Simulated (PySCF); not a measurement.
# doublet [B2O2]−: levels of theory compared

We compute a comparison of 3 runs (U-wB97M-V/aug-cc-pVDZ, UBHLYP/aug-cc-pVDZ, UTPSS/aug-cc-pVDZ) of doublet [B2O2]−. The job is set up through a Python script.

The results are computed with PySCF 2.14.0.

4 further runs of the same task are left out: 1 that didn't finish, 3 set aside as unsound or not needed.

## 1. The molecule

The species is [B2O2]− (4 atoms), meant as a doublet with charge -1. As SMILES of the parent species, `O=BB=O`. Geometry: relaxed at PBE0-D4/def2-TZVP. That shape belongs to the parent species and isn't relaxed for this state.

Bond lengths: O1–B2 1.197 Å, B2–B3 1.640 Å, B3–O4 1.197 Å. Angles: O1–B2–B3 180.0°, B2–B3–O4 180.0°.

## 2. A single-point energy at U-wB97M-V/aug-cc-pVDZ (run 1)

Contents of calc.py:

```python
from pyscf import gto, dft

mol = gto.Mole()
mol.atom = 'O -0.743090 0.459760 1.817650; B -0.302300 0.187070 0.739120; B 0.302150 -0.186920 -0.739220; O 0.743230 -0.459920 -1.817550'
mol.basis = 'aug-cc-pvdz'
mol.spin = 1
mol.charge = -1
mol.verbose = 3
mol.max_memory = 1860
mol.build()

calc0 = dft.UKS(mol, xc='wb97m-v')
calc0.grids.level = 5
calc0.conv_tol = 1e-10
calc0.nlcgrids.level = 1
calc0.kernel()
if not calc0.converged:
    calc0 = calc0.newton().run(calc0.mo_coeff, calc0.mo_occ)

e_tot = calc0.e_tot
print(f'total energy: {e_tot:.8f} hartree')
```

The run is started by

```console
$ OMP_NUM_THREADS=1 python calc.py
```

What it wrote:

```text
WARN: HOMO -0.0654608584161387 >= LUMO -0.0654608584161382

converged SCF energy = -200.21705749364  <S^2> = 0.75224745  2S+1 = 2.0022462
total energy: -200.21705749 hartree
```

Run time: 90 s. Hardware: 1 thread of Arm Neoverse V1, shared host; peak memory 0.51 GiB.

## 3. A single-point energy at UBHLYP/aug-cc-pVDZ (run 2)

Contents of run.py:

```python
from pyscf import gto, dft

molecule = gto.Mole()
molecule.atom = 'O -0.743090 0.459760 1.817650; B -0.302300 0.187070 0.739120; B 0.302150 -0.186920 -0.739220; O 0.743230 -0.459920 -1.817550'
molecule.spin = 1
molecule.basis = 'aug-cc-pvdz'
molecule.charge = -1
molecule.max_memory = 1860
molecule.verbose = 3
molecule.build()

mf = dft.UKS(molecule, xc='bhandhlyp')
mf.conv_tol = 1e-10
mf.grids.level = 5
mf.kernel()
if not mf.converged:
    mf = mf.newton().run(mf.mo_coeff, mf.mo_occ)

e_tot = mf.e_tot
print(f'total energy: {e_tot:.8f} hartree')
```

The run is started by

```console
$ OMP_NUM_THREADS=1 python run.py
```

What it wrote:

```text
WARN: HOMO -0.0927427862340212 >= LUMO -0.0927427862340209

converged SCF energy = -200.171375641669  <S^2> = 0.7545982  2S+1 = 2.0045929
total energy: -200.17137564 hartree
```

It took 26 s on 1 thread of Arm Neoverse V1, shared host; peak memory 0.47 GiB.

## 4. A single-point energy at UTPSS/aug-cc-pVDZ (run 3)

Contents of job.py:

```python
from pyscf import gto, dft

mol = gto.M(
    atom='''
O     -0.743090     0.459760     1.817650
B     -0.302300     0.187070     0.739120
B      0.302150    -0.186920    -0.739220
O      0.743230    -0.459920    -1.817550
''',
    charge=-1,
    spin=1,
    max_memory=1860,
    verbose=3,
    basis='aug-cc-pvdz',
)

myscf = dft.UKS(mol, xc='tpss')
myscf.conv_tol = 1e-10
myscf.grids.level = 5
myscf.kernel()
if not myscf.converged:
    myscf = myscf.newton().run(myscf.mo_coeff, myscf.mo_occ)

energy = myscf.e_tot
print(f'total energy: {energy:.8f} hartree')
```

The run is started by

```console
$ OMP_NUM_THREADS=1 python job.py
```

What it wrote:

```text
WARN: HOMO -0.145289331040482 >= LUMO -0.145289331040481

converged SCF energy = -200.299716342346  <S^2> = 0.75175927  2S+1 = 2.0017585
total energy: -200.29971634 hartree
```

Wall time 53 s (1 thread of Arm Neoverse V1, shared host); peak memory 0.51 GiB.

## 5. The series

```tsv
run	level	nlc grid	energy (Eh)	HOMO energy (eV)	LUMO energy (eV)	⟨S²⟩	wall time
1	U-wB97M-V/aug-cc-pVDZ	1	-200.217057	0.03	3.41	0.752	90 s
2	UBHLYP/aug-cc-pVDZ	–	-200.171376	0.94	3.42	0.755	26 s
3	UTPSS/aug-cc-pVDZ	–	-200.299716	2.31	2.68	0.752	53 s
```

## 6. Results

| quantity | value |
| --- | --- |
| run 3: total energy | -200.29972 Eh |
| run 3: HOMO energy (highest over α and β) | 2.31 eV |
| run 3: LUMO energy (lowest over α and β) | 2.68 eV |
| run 3: ⟨S²⟩ | 0.752 |

What this shows: Totals of different functionals can't be ranked against each other. In runs 1, 2, 3 the HOMO lies above zero, so the outermost electron may be held by the basis alone. All runs together took 2.8 min, the longest 90 s.
